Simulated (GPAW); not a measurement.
# TiMo3 (Immm) in GPAW: further runs

One crystal, TiMo3, is run at these levels: PBEsol, LDA; tasks: band structure.

Program: GPAW 26.7.0. These are calculated values, not measurements. Logs are shortened: lines on timing, memory, paths and dates and some standing lists are left out, and cuts for length are marked. The log counts tension as positive stress, the text compression.

## (1) Starting point

The structure is orthorhombic, space group Immm (No. 71). Conventional cell: a = 3.165 Å, b = 4.421 Å, c = 8.950 Å, α = 90.00°, β = 90.00°, γ = 90.00°. Mo (site symmetry mmm) is surrounded by 4 Mo at 2.69 Å and 4 Ti at 2.72 Å. Mo (site symmetry mm2) is surrounded by 6 Mo at 2.69 to 2.72 Å and 2 Ti at 2.79 Å. Ti (site symmetry mmm) is surrounded by 12 Mo at 2.72 to 3.10 Å.

The cell comes from a database or a generator and needn't be the stable form of this composition.

## (2) Band structure, PBEsol

Contents of run.py:

```python
from ase import Atoms
from ase.dft.bandgap import bandgap
from ase.io import write
from ase.units import GPa
from gpaw import GPAW, PW, setup_paths

setup_paths.insert(0, '.')

atoms = Atoms(['Mo', 'Mo', 'Mo', 'Ti'],
              cell=[[-1.582604985, 2.21051759, 4.47507591],
                    [1.582604985, -2.21051759, 4.47507591],
                    [1.582604985, 2.21051759, -4.47507591]],
              scaled_positions=[[0.0, 0.5, 0.5],
                                [0.24340912, 0.24340912, 0.0],
                                [0.75659088, 0.75659088, 0.0],
                                [0.5, 0.0, 0.5]],
              pbc=True)

calc = GPAW(mode=PW(600),
            xc='PBEsol',
            kpts={'size': (7, 7, 7), 'gamma': True},
            occupations={'name': 'fermi-dirac', 'width': 0.05},
            nbands=48,
            convergence={'density': 1e-05, 'energy': 1e-05},
            maxiter=150,
            txt='gpaw.txt')
atoms.calc = calc
energy = atoms.get_potential_energy()
forces = atoms.get_forces()
stress = atoms.get_stress()
calc.write('gs.gpw')
write('result.traj', atoms)
print(f'Energy: {energy:.6f} eV')
print('Forces (eV/A):')
print(forces.round(4))
print('Stress (GPa):', (stress / GPa).round(3))
print('Fermi level:', round(calc.get_fermi_level(), 4), 'eV')
print(f'Gap: {bandgap(calc)[0]:.4f} eV, direct: {bandgap(calc, direct=True)[0]:.4f} eV')

path = atoms.cell.bandpath('GXLTWRX1ZGYSW,L1Y,Y1Z', npoints=80, eps=1e-4)
bs_calc = calc.fixed_density(kpts=path, symmetry='off', nbands=67,
                             convergence={'bands': 'CBM+6.0', 'eigenstates': 1e-6}, txt='bands.txt')
bs = bs_calc.band_structure()
bs.write('bs.json')
print(f'Gap on the path: {bandgap(bs_calc)[0]:.4f} eV')
```

Potentials or basis: PAW data sets generated in the run's folder for this functional, pw.

The run is started by

```console
$ gpaw-setup -f PBEsol Mo Ti
$ OMP_NUM_THREADS=1 python run.py
```

gpaw.txt:

```text
__  _  _
 | _ |_)|_||  |
 |__||  | ||/\| - 26.7.0

Input parameters:
  mode=PW(ecut=600.0),
  convergence={'density': 1e-05, 'energy': 1e-05},
  kpts=MonkhorstPack(size=(7, 7, 7), gamma=True),
  maxiter=150,
  nbands=48,
  occupations=Occupations(name='fermi-dirac', width=0.05),
  xc=XC(name='PBEsol')

Diagonalizing LCAO Hamiltonian
Converting LCAO to pw mode

       Mo

       Mo
         Ti
           Mo

Atoms  # Å, Bohr magnetons
|   | symbol |         x |        y |        z |    initial magnetic moments |
|---|--------|-----------|----------|----------|-----------------------------|
| 0 |     Mo |  1.582605 | 0.000000 | 0.000000 | ( 0.0000,  0.0000,  0.0000) |
| 1 |     Mo | -0.000000 | 0.000000 | 2.178549 | ( 0.0000,  0.0000,  0.0000) |
| 2 |     Mo |  0.000000 | 0.000000 | 6.771603 | ( 0.0000,  0.0000,  0.0000) |
| 3 |     Ti |  0.000000 | 2.210518 | 0.000000 | ( 0.0000,  0.0000,  0.0000) |

Unit cell  # Å
| periodic |         x |         y |         z |  lengths |     angles |
|----------|-----------|-----------|-----------|----------|------------|
|      yes | -1.582605 |  2.210518 |  4.475076 | 5.236156 | 144.814946 |
|      yes |  1.582605 | -2.210518 |  4.475076 | 5.236156 | 130.057406 |
|      yes |  1.582605 |  2.210518 | -4.475076 | 5.236156 |  62.558028 |

Number of symmetries: 8
Symmetry operations  # r_c * U_cc + t_c -> r_c
|   | kind |            matrix            |
|---|------|------------------------------|
| 0 |  σ   |  1, 1, 1,  0, 0,-1,  0,-1, 0 |
| 1 |  E   |  1, 0, 0,  0, 1, 0,  0, 0, 1 |
| 2 |  C2  |  0, 1, 0,  1, 0, 0, -1,-1,-1 |
| 3 |  C2  |  0, 0, 1, -1,-1,-1,  1, 0, 0 |
| 4 |  σ   |  0, 0,-1,  1, 1, 1, -1, 0, 0 |
| 5 |  σ   |  0,-1, 0, -1, 0, 0,  1, 1, 1 |
| 6 |  i   | -1, 0, 0,  0,-1, 0,  0, 0,-1 |
| 7 |  C2  | -1,-1,-1,  0, 0, 1,  0, 1, 0 |

BZ-sampling:
  Number of BZ points: 343
  Number of IBZ points: 64

  Monkhorst-Pack size: [7, 7, 7]
  Monkhorst-Pack shift: [0, 0, 0]

K-points  # in reciprocal-cell coordinates
|     |                                coordinates |     weight |
|-----|--------------------------------------------|------------|
|   0 | (  0.00000000,   0.00000000,   0.00000000) | 0.00291545 |
|   1 | (  0.14285714,  -0.14285714,  -0.14285714) | 0.00583090 |
|   2 | (  0.14285714,  -0.14285714,   0.00000000) | 0.01166181 |
|   3 | (  0.14285714,  -0.14285714,   0.14285714) | 0.00583090 |
|   4 | (  0.14285714,   0.00000000,  -0.14285714) | 0.01166181 |
|   5 | (  0.14285714,   0.00000000,   0.00000000) | 0.01166181 |
|   6 | (  0.14285714,   0.14285714,  -0.14285714) | 0.00583090 |
|   7 | (  0.28571429,  -0.28571429,  -0.28571429) | 0.00583090 |
|   8 | (  0.28571429,  -0.28571429,  -0.14285714) | 0.01166181 |
|   9 | (  0.28571429,  -0.28571429,   0.00000000) | 0.01166181 |
| ... |                                            |            |
|  63 | (  0.42857143,   0.42857143,   0.42857143) | 0.02332362 |

Plane wave coefficients: 2108
Cutoff: 600.0 eV

Spin-components: 1 (collinear spins)
Bands:           48
Projectors:      24
Spin-degeneracy: 2
Datatype:        complex128

Parallelization:
  kpt:    1
  domain: 1
  band:   1

Density:
  Valence electrons: 54.0
  Components: 1
  Grid points: [30 30 30]
  Charge: 0.0  # |e|

Potential:
  Grid points: [30 30 30]

species:
  Mo:
    name:    Molybdenum
    Z:       42.0
    valence: 14
    core:    28
    charge:  0.0  # [|e|]
    compensation charges:
      type: gauss
      rc: 0.38  # [Å]
      lmax: 2
    cutoffs:
      filter: 2.16  # [Å]
      core: 1.42  # [Å]
    projectors
    | kind |    occ | energy [eV] | rcut [Å] |
    |------|--------|-------------|----------|
    |   4s |  2.000 |     -64.262 |    1.238 |
    |   5s |  1.000 |      -4.116 |    1.238 |
    |   4p |  6.000 |     -38.461 |    1.296 |
    |   5p |  0.000 |      -1.012 |    1.296 |
    |   4d |  5.000 |      -3.770 |    1.296 |
    |    d |        |      23.442 |    1.296 |

    Using partial waves for Mo as LCAO basis

  Ti:
    name:    Titanium
    Z:       22.0
    valence: 12
    core:    10
    charge:  0.0  # [|e|]
    compensation charges:
      type: gauss
      rc: 0.38  # [Å]
      lmax: 2
    cutoffs:
      filter: 2.23  # [Å]
      core: 1.02  # [Å]
    projectors
    | kind |    occ | energy [eV] | rcut [Å] |
    |------|--------|-------------|----------|
    |   3s |  2.000 |     -62.441 |    1.270 |
    |   4s |  2.000 |      -4.477 |    1.270 |
    |   3p |  6.000 |     -38.776 |    1.058 |
    |   4p |  0.000 |      -1.449 |    1.058 |
    |   3d |  2.000 |      -4.275 |    1.058 |
    |    d |        |      22.937 |    1.058 |

    Using partial waves for Ti as LCAO basis

Reference energy: -353421.881350  # eV

eigensolver:
  PPCG
  Converge bands: occupied
  niter=2

density mixing:
  MSR1-Mixer
  Pratt-step length: 0.05
  Maximum mixing coefficient: 0.75
  Old densities: 10
  SVD Regularization: 0.005
  Good broyden scale: 1.0
  Trust region scale: 1.0
  Backstep threshold: 4.0
  History deletion threshold: 6.0
  Fourier metric: weight=20.0, sigma=0.015

occupation numbers:
  Fermi-Dirac:
    width: 0.0500  # eV

poisson solver:
  ecut: 4800.0  # eV

xc functional:
  name: PBEsol with 2 nearest neighbor stencil

convergence criteria:
- Maximum integral of absolute [dens]ity change: 1e-05 electrons / valence electron
- Maximum [total energy] change in last 3 cyles: 1e-05 eV / valence electron
- Maximum integral of absolute [eigenst]ate change: 4e-08 eV^2 / valence electron
maximum number of iterations: 150

SCF iterations
|iter     | |      energy | eigst |  dens |
|---------|-|-------------|-------|-------|
|iter:   1| |  -48.157110 | +0.44 |       |
|iter:   2| |  -46.756108 | -1.51 | -0.95 |
|iter:   3| |  -44.820157 | -1.46 | -1.06 |
|iter:   4| |  -44.031544 | -1.38 | -1.27 |
|iter:   5| |  -44.015397 | -3.02 | -1.90 |
|iter:   6| |  -44.016360 | -3.55 | -2.05 |
|iter:   7| |  -44.017001 | -3.60 | -2.25 |
|iter:   8| |  -44.017082 | -5.23 | -3.17 |
|iter:   9| |  -44.017090c| -6.40 | -3.84 |
|iter:  10| |  -44.017091c| -7.51c| -4.44 |
|iter:  11| |  -44.017091c| -8.04c| -5.03c|

Converged in 11 steps
Energy contributions relative to reference atoms: (reference = -353421.881350)

Energy contributions:
  Kinetic:         -38.257858
  Coulomb:          21.964872
  Zero:             -0.748147
  External:          0.000000
  Xc:              -26.964484
  Entropy:          -0.022947
  Spinorbit:         0.000000
  ----------------------------
  Free energy:     -44.028564
  Extrapolated:    -44.017091

dipole moment: (0.862873, -1.205225, -31.046727)  # |e|*Ang

Fermi level: 11.987
Eigenvalues  # (at kpt = [0.000, 0.000, 0.000])
| band index |      eig [eV] | occ [0-2] |
|------------|---------------|-----------|
|          0 |       -48.667 |     2.000 |
|        ... |               |           |
|         19 |         9.118 |     2.000 |
|         20 |         9.157 |     2.000 |
|         21 |         9.469 |     2.000 |
|         22 |         9.973 |     2.000 |
|         23 |        11.187 |     2.000 |
|         24 |        11.573 |     1.999 |
[... 8 lines left out ...]
|         33 |        14.731 |     0.000 |
|         34 |        15.093 |     0.000 |
|        ... |               |           |
|         47 |        29.831 |     0.000 |

No gap
No difference between direct/indirect transitions

Forces  # eV/Ang
|       x |       y |        z |
|---------|---------|----------|
| 0.00000 | 0.00000 | -0.00000 |  # Mo   0
| 0.00000 | 0.00000 |  0.01250 |  # Mo   1
| 0.00000 | 0.00000 | -0.01250 |  # Mo   2
| 0.00000 | 0.00000 |  0.00000 |  # Ti   3

Stress tensor  # eV/Ang^3
|        x |         y |         z |
|----------|-----------|-----------|
| 0.039263 |  0.000000 |  0.000000 |
| 0.000000 |  0.035465 | -0.000000 |
| 0.000000 | -0.000000 |  0.037263 |

# Writing to gs.gpw (mode='')
```

Wall time 5.3 min (1 thread of Arm Neoverse V2, shared host); peak memory 0.59 GiB.

Results:

```
Free energy             : -44.0286 eV
Pressure                : -6.0 GPa
Largest force           : 0.012 eV/Å
Band gap along the path : none (metal or under the smearing width)
```

Forces in eV/Å, atoms in the order of the input:
```
Mo   0.000  0.000  0.000
Mo   0.000  0.000  0.012
Mo   0.000  0.000 -0.012
Ti   0.000  0.000  0.000
```

Stress tensor (GPa, compression positive):
```
-6.29  0.00  0.00
 0.00 -5.68  0.00
 0.00  0.00 -5.97
```

Levels at the corners of the path, in eV from the Fermi level:
| point | band 24 | band 25 | band 26 | band 27 | band 28 | band 29 | band 30 | band 31 |
| --- | --- | --- | --- | --- | --- | --- | --- | --- |
| Γ | -0.80 | -0.41 | -0.30 | -0.29 | 0.68 | 0.89 | 1.53 | 2.04 |
| X | -1.71 | -1.52 | -1.37 | -0.87 | 0.84 | 0.96 | 2.06 | 2.07 |
| L | -1.65 | -1.32 | -0.69 | 1.20 | 1.23 | 1.70 | 2.32 | 2.39 |
| T | -1.51 | -1.32 | -0.54 | 1.68 | 1.81 | 2.12 | 2.24 | 2.29 |
| W | -1.70 | 0.16 | 0.25 | 0.29 | 0.59 | 1.93 | 2.27 | 2.31 |
| R | -1.60 | -1.35 | -1.09 | -1.03 | 0.25 | 0.93 | 1.24 | 2.58 |
| X1 | -1.71 | -1.52 | -1.37 | -0.87 | 0.84 | 0.96 | 2.06 | 2.07 |
| Z | -1.11 | -0.97 | -0.37 | 1.57 | 1.69 | 2.03 | 2.21 | 2.25 |
| Γ | -0.80 | -0.41 | -0.30 | -0.29 | 0.68 | 0.89 | 1.53 | 2.04 |
| Y | -0.82 | -0.68 | -0.38 | -0.17 | -0.17 | 0.73 | 1.31 | 1.45 |
| S | -1.22 | -0.54 | -0.51 | -0.16 | 0.40 | 0.69 | 0.83 | 0.83 |
| W | -1.70 | 0.16 | 0.25 | 0.29 | 0.59 | 1.93 | 2.27 | 2.31 |
| L1 | -1.65 | -1.32 | -0.69 | 1.20 | 1.23 | 1.70 | 2.32 | 2.39 |
| Y | -0.82 | -0.68 | -0.38 | -0.17 | -0.17 | 0.73 | 1.31 | 1.45 |
| Y1 | -0.82 | -0.68 | -0.38 | -0.17 | -0.17 | 0.73 | 1.31 | 1.45 |
| Z | -1.11 | -0.97 | -0.37 | 1.57 | 1.69 | 2.03 | 2.21 | 2.25 |

Caveat: the program warned that so skewed a cell can give wrong results.

## (3) Band structure, LDA

run.py: that of step 2 with these lines changed.

```diff
@@ -4,5 +4,3 @@
 from ase.units import GPa
-from gpaw import GPAW, PW, setup_paths
-
-setup_paths.insert(0, '.')
+from gpaw import GPAW, PW
 
@@ -19,3 +17,3 @@
 calc = GPAW(mode=PW(600),
-            xc='PBEsol',
+            xc='LDA',
             kpts={'size': (7, 7, 7), 'gamma': True},
```

Potentials or basis: the program's PAW data sets (release 1.2.1) made for this functional, pw.

The run is started by

```console
$ OMP_NUM_THREADS=1 python run.py
```

Run time: 5.1 min. Hardware: 1 thread of Arm Neoverse V2, shared host; peak memory 0.59 GiB.

The run converged. Its results:

```
Free energy             : -45.5958 eV
Pressure                : -11.1 GPa
Largest force           : 0.009 eV/Å
Band gap along the path : none (metal or under the smearing width)
```

Forces on the atoms (eV/Å):
```
Mo   0.000  0.000  0.000
Mo   0.000  0.000 -0.009
Mo   0.000  0.000  0.009
Ti   0.000  0.000  0.000
```

Stress tensor (GPa, compression positive):
```
-11.48   0.00   0.00
  0.00 -10.80   0.00
  0.00   0.00 -11.13
```

Levels at the corners of the path, in eV from the Fermi level:
```csv
point,band 25,band 26,band 27,band 28,band 29,band 30
Γ,-0.43,-0.32,-0.30,0.69,0.86,1.50
X,-1.51,-1.37,-0.86,0.83,0.95,2.04
L,-1.31,-0.69,1.22,1.27,1.70,2.31
T,-1.30,-0.54,1.68,1.86,2.15,2.22
W,0.18,0.29,0.31,0.60,1.91,2.25
R,-1.36,-1.09,-1.02,0.24,0.92,1.21
X1,-1.51,-1.37,-0.86,0.83,0.95,2.04
Z,-0.99,-0.38,1.56,1.68,2.07,2.18
Γ,-0.43,-0.32,-0.30,0.69,0.86,1.50
Y,-0.69,-0.37,-0.18,-0.18,0.72,1.30
S,-0.55,-0.52,-0.16,0.39,0.68,0.82
W,0.18,0.29,0.31,0.60,1.91,2.25
L1,-1.31,-0.69,1.22,1.27,1.70,2.31
Y,-0.69,-0.37,-0.18,-0.18,0.72,1.30
Y1,-0.69,-0.37,-0.18,-0.18,0.72,1.30
Z,-0.99,-0.38,1.56,1.68,2.07,2.18
```

Caveat: the program warned that so skewed a cell can give wrong results.
